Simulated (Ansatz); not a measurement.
# CHGa2 (quartet): correlated methods under varied settings at a displaced geometry (v1)

Aim: run CHGa2 (quartet) at one geometry under a spread of methods and options, and see what each costs and gives.

Computed with Ansatz 0.2.0, Gaussian basis. Level: the settings change from run to run.

33 further runs of the same task are left out: 4 for a known fault of the program, 12 that didn't finish, 17 set aside as unsound or not needed. Runs told in other sessions of the task aren't counted.

## Step 1: The geometry

The geometry is a PBE0/def2-TZVP stationary point (not a proven minimum) with its atoms shifted at random (size 0.040 Å). No spin-orbit coupling is included. The filled d shell of Ga may be among the frozen orbitals whatever the setting's name suggests.

4 atoms, charge 0, spin multiplicity 4.

Atoms are counted from 1 here; the program's logs count them from 0.

Bond lengths: Ga1–C2 2.033 Å, C2–Ga3 2.046 Å, Ga3–H4 1.549 Å. Angles: Ga1–C2–Ga3 173.7°, C2–Ga3–H4 117.0°.

## Step 2: HF (ROHF)/cc-pVDZ

File in.yaml:

```yaml
crystal:
  periodic: [false, false, false]
  atoms:
    - {symbol: Ga, position_ang: [0.002298, -0.313461, 2.702827]}
    - {symbol: C, position_ang: [0.001580, -0.432147, 0.673390]}
    - {symbol: Ga, position_ang: [0.049428, -0.331486, -1.369709]}
    - {symbol: H, position_ang: [-0.053307, 1.077094, -2.006508]}
basis:
  gaussian: {orbitals: cc-pVDZ}
magnetization: {spin_polarized: false, initial_magnetization: 3}
hamiltonian: {xc: hf}
scf: {lower_state_search: off}
output: {forces: true, orbitals: {seedname: orbitals}}
```

Run with:

```
$ ansatz run in.yaml --threads 1 --pin off --events-out ev --progress --plain --max-ram 2393MiB
```

Log:

```text
Functional definition: HF
  name "HF"
  cite "Fock, Z. Phys. 61, 126 (1930) doi:10.1007/BF01340294"
  parent pbe
  exchange = exact_x
  correlation = 0
these checks for a lower state are left out or cut short: stability, starts, cluster_reference, orbital_swaps, neighbouring_geometries, increment
823 factors; integrals over basis functions are off by at most 7.5e-4 eV
mean field evaluation 1: about -105707.7215 eV, gradient 1.1e1 eV
mean field evaluation 2: about -105707.7288 eV, gradient 1.1e1 eV
mean field evaluation 4: about -105709.3886 eV, gradient 4.2e0 eV
mean field evaluation 8: about -105709.6101 eV, gradient 1.6e-1 eV
mean field -105709.61117969 eV, -3884.7565583055 hartree, gradient 3.6e-6 eV, S^2 3.750000; 0 other end points of the search recorded, 0 dependent functions left out
the calculation of the forces begins
reference -105709.61117969 eV, -3884.7565583055 hartree; 36, 33 occupied and 37, 40 virtual orbitals, 823 factors
Total energy: -105709.61117969 eV, -3884.7565583055 hartree
Atom 0 at     0.002298    -0.313461     2.702827 Å, force    -0.011562     0.015213    -0.116310 eV/Å
Atom 1 at     0.001580    -0.432147     0.673390 Å, force     0.041003    -0.040399    -0.495530 eV/Å
Atom 2 at     0.049428    -0.331486    -1.369709 Å, force     0.014546    -0.631957     0.957461 eV/Å
Atom 3 at    -0.053307     1.077094    -2.006508 Å, force    -0.043987     0.657143    -0.345621 eV/Å
Dipole moment:     0.006236    -0.047231    -0.069752 e Å
Checks for a lower state left out: stability, starts, cluster_reference, orbital_swaps, neighbouring_geometries, increment
```

It took 2.8 s on 1 thread of Arm Neoverse V1, shared host.

## Step 3: CCSD(T)/cc-pVDZ

Edit in.yaml of step 2 so:

```diff
@@ -9,5 +9,5 @@
   gaussian: {orbitals: cc-pVDZ}
-magnetization: {spin_polarized: false, initial_magnetization: 3}
-hamiltonian: {xc: hf}
-scf: {lower_state_search: off}
-output: {forces: true, orbitals: {seedname: orbitals}}
+magnetization: {spin_polarized: true, initial_magnetization: 3}
+hamiltonian: {xc: {name: PBE0}}
+correlation: {method: ccsd_t, electrons: outside_noble_gas}
+accuracy: high
```

Same command.

Log, cut to the lines that bear on the results:

```text
Functional definition: PBE0
  name "PBE0"
  cite "Adamo & Barone, J. Chem. Phys. 110, 6158 (1999) doi:10.1063/1.478522"
  cite "Perdew, Burke & Ernzerhof, Phys. Rev. Lett. 77, 3865 (1996) doi:10.1103/PhysRevLett.77.3865"
  parent pbe
[...]
1515 factors; integrals over basis functions are off by at most 4.4e-9 eV
[...]
mean field -105787.59255289 eV, -3887.6223209130 hartree, gradient 9.7e-8 eV, S^2 3.759547; 4 other end points of the search recorded, 0 dependent functions left out
29 core orbitals not correlated: weight in the atoms' cores, before any rotation towards them, 0.996 or more for the frozen orbitals, at most 0.006 for the correlated occupied ones
reference -105709.02017243 eV, -3884.7348391894 hartree; 7, 4 occupied and 37, 40 virtual orbitals, 1515 factors
second order -4.93780234 eV of doubles, -0.27993449 eV of singles
cycle   1  -5.74213097 eV  change   -5.3e-1 eV  update   8.1e-2
[...]
cycle  36  -6.05276706 eV  change   1.9e-12 eV  update   1.3e-9
perturbative correction -0.20809282 eV, -0.0076472701 hartree
Total energy: -105715.28103231 eV, -3884.9649215463 hartree
```

It took 35 s on 1 thread of Arm Neoverse V1, shared host; peak memory 0.52 GiB.

From the report: ⟨S²⟩ of the determinant 3.760 (pure quartet: 3.75); correlation -6.2609 eV; T1 0.025; largest double amplitude 0.04. The orbitals are Kohn-Sham ones, so correlation energy and T1 don't compare with those on Hartree-Fock orbitals.

## Step 4: HF (UHF)/cc-pVDZ

Edit in.yaml of step 3 so:

```diff
@@ -10,4 +10,4 @@
 magnetization: {spin_polarized: true, initial_magnetization: 3}
-hamiltonian: {xc: {name: PBE0}}
-correlation: {method: ccsd_t, electrons: outside_noble_gas}
-accuracy: high
+hamiltonian: {xc: hf}
+scf: {lower_state_search: off}
+output: {orbitals: {seedname: orbitals}}
```

The command is unchanged.

Log:

```text
Functional definition: HF
  name "HF"
  cite "Fock, Z. Phys. 61, 126 (1930) doi:10.1007/BF01340294"
  parent pbe
  exchange = exact_x
  correlation = 0
these checks for a lower state are left out or cut short: stability, starts, cluster_reference, orbital_swaps, neighbouring_geometries, increment
823 factors; integrals over basis functions are off by at most 7.5e-4 eV
mean field evaluation 1: about -105707.7603 eV, gradient 1.1e1 eV
mean field evaluation 2: about -105707.7676 eV, gradient 1.1e1 eV
mean field evaluation 4: about -105709.4813 eV, gradient 2.8e0 eV
mean field evaluation 8: about -105709.8126 eV, gradient 2.6e-1 eV
mean field -105709.82126300 eV, -3884.7642787249 hartree, gradient 2.8e-6 eV, S^2 3.781857; 0 other end points of the search recorded, 0 dependent functions left out
reference -105709.82126300 eV, -3884.7642787249 hartree; 36, 33 occupied and 37, 40 virtual orbitals, 823 factors
Total energy: -105709.82126300 eV, -3884.7642787249 hartree
Checks for a lower state left out: stability, starts, cluster_reference, orbital_swaps, neighbouring_geometries, increment
```

Run time: 2.3 s. Hardware: 1 thread of Arm Neoverse V1, shared host.

From the report: ⟨S²⟩ of the determinant 3.782 (pure quartet: 3.75).

## Step 5: CCSD on UHF/cc-pVDZ

Edit in.yaml of step 4 so:

```diff
@@ -10,4 +10,2 @@
 magnetization: {spin_polarized: true, initial_magnetization: 3}
-hamiltonian: {xc: hf}
-scf: {lower_state_search: off}
-output: {orbitals: {seedname: orbitals}}
+correlation: {method: ccsd, electrons: outside_noble_gas, diis_vectors: 1}
```

Launched as before.

Log, cut to the lines that bear on the results:

```text
Functional definition: HF
  name "HF"
  cite "Fock, Z. Phys. 61, 126 (1930) doi:10.1007/BF01340294"
  parent pbe
[...]
823 factors; integrals over basis functions are off by at most 7.5e-4 eV
[...]
mean field -105709.82126300 eV, -3884.7642787249 hartree, gradient 2.8e-6 eV, S^2 3.781857; 11 other end points of the search recorded, 0 dependent functions left out
determinant -105709.82126300 eV, -3884.7642787249 hartree, with singles and doubles -105715.44296618 eV, -3884.9708725063 hartree
determinant -105708.16706763 eV, -3884.7034881663 hartree, with singles and doubles -105714.15855668 eV, -3884.9236713277 hartree
determinant -105708.06889061 eV, -3884.6998802273 hartree, with singles and doubles -105713.86328533 eV, -3884.9128203059 hartree
determinant -105707.54807663 eV, -3884.6807406668 hartree, with singles and doubles -105713.45138792 eV, -3884.8976833551 hartree
determinant -105706.82641594 eV, -3884.6542201254 hartree, with singles and doubles -105711.91211214 eV, -3884.8411160136 hartree
29 core orbitals not correlated: weight in the atoms' cores, before any rotation towards them, 0.995 or more for the frozen orbitals, at most 0.007 for the correlated occupied ones
reference -105709.82126300 eV, -3884.7642787249 hartree; 7, 4 occupied and 37, 40 virtual orbitals, 823 factors
second order -4.52661347 eV of doubles, -0.00000000 eV of singles
cycle   1  -5.62199146 eV  change   -2.9e-4 eV  update   2.5e-3
[...]
cycle  21  -5.62348977 eV  change   -2.2e-6 eV  update   1.2e-5
Total energy: -105715.44475277 eV, -3884.9709381623 hartree
```

Run time: 33 s. Hardware: 1 thread of Arm Neoverse V1, shared host.

From the report: ⟨S²⟩ of the determinant 3.782 (pure quartet: 3.75); correlation -5.6235 eV; T1 0.027; largest double amplitude 0.04.

## Step 6: CISD/def2-mTZVP

File in.yaml:

```yaml
crystal:
  periodic: [false, false, false]
  atoms:
    - {symbol: Ga, position_ang: [0.002298, -0.313461, 2.702827]}
    - {symbol: C, position_ang: [0.001580, -0.432147, 0.673390]}
    - {symbol: Ga, position_ang: [0.049428, -0.331486, -1.369709]}
    - {symbol: H, position_ang: [-0.053307, 1.077094, -2.006508]}
basis:
  gaussian: {orbitals: def2-mTZVP, fitting: {mean_field: def2-universal-jkfit}}
magnetization: {spin_polarized: false, initial_magnetization: 3}
correlation: {active_space: {ras: {orbitals: [4, 3, 58], electrons: 11, max_holes: 2, max_particles: 2}, fixed_orbitals: true}}
scf: {lower_state_search: off}
```

Same command.

Log:

```text
Functional definition: HF
  name "HF"
  cite "Fock, Z. Phys. 61, 126 (1930) doi:10.1007/BF01340294"
  parent pbe
  exchange = exact_x
  correlation = 0
these checks for a lower state are left out or cut short: stability, starts, cluster_reference, orbital_swaps, neighbouring_geometries, increment
625 factors; integrals over basis functions are off by at most 6.5e-1 eV
mean field evaluation 1: about -105708.9243 eV, gradient 1.5e1 eV
mean field evaluation 2: about -105710.0595 eV, gradient 1.2e1 eV
mean field evaluation 4: about -105711.3735 eV, gradient 2.2e0 eV
mean field evaluation 8: about -105711.4774 eV, gradient 1.9e-2 eV
mean field -105711.47737146 eV, -3884.8251395881 hartree, gradient 1.3e-6 eV, S^2 3.750000; 0 other end points of the search recorded, 0 dependent functions left out
reference -105711.47737146 eV, -3884.8251395881 hartree; 36, 33 occupied and 58, 61 virtual orbitals, 625 factors
state -105716.71578640 eV, -3885.0176477866 hartree
Total energy: -105716.71578640 eV, -3885.0176477866 hartree
Checks for a lower state left out: stability, starts, cluster_reference, orbital_swaps, neighbouring_geometries, increment
```

Wall time 2 min (1 thread of Arm Neoverse V1, shared host); peak memory 0.37 GiB.

From the report: 716,998 determinants.

## Step 7: The runs in one table

Where basis and cores are those of an earlier UCCSDT(Q)/cc-pVDZ run (-105715.6860 eV), and the records show the same count of frozen orbitals and kind of state, the miss against it is given; a blank cell means that this couldn't be shown.

```
                             level         correlated  functions   energy (eV)  from UCCSDT(Q) (meV)   time
                 HF (ROHF)/cc-pVDZ                            73  -105709.6112                6074.8  2.8 s
CCSD(T)/cc-pVDZ (on PBE0 orbitals)  outside noble gas         73  -105715.2810                 405.0   35 s
                  HF (UHF)/cc-pVDZ                            73  -105709.8213                5864.7  2.3 s
               CCSD on UHF/cc-pVDZ  outside noble gas         73  -105715.4448                 241.2   33 s
                   CISD/def2-mTZVP  outside noble gas         94  -105716.7158                        2 min
```

## Step 8: Outcome

```
quantity                    value
    runs                        5
quickest  HF (UHF)/cc-pVDZ, 2.3 s
 slowest   CISD/def2-mTZVP, 2 min
```

What this shows: Total energies in different bases, with other cores or another treatment of relativity can't be set against each other. «valence» and «outside noble gas» are the program's key words; the logs give how many orbitals each freezes, and for Ga to Kr the 3d shell needn't follow the word's plain sense. CISD/def2-mTZVP took 52 times as long as HF (UHF)/cc-pVDZ; the jobs differ in more than the method. Among the correlated runs with a miss given, it spans +241 to +405 meV. Hartree-Fock, CASSCF and CASCI lack dynamic correlation by design. Cores frozen from Kohn-Sham orbitals shift the total energy.
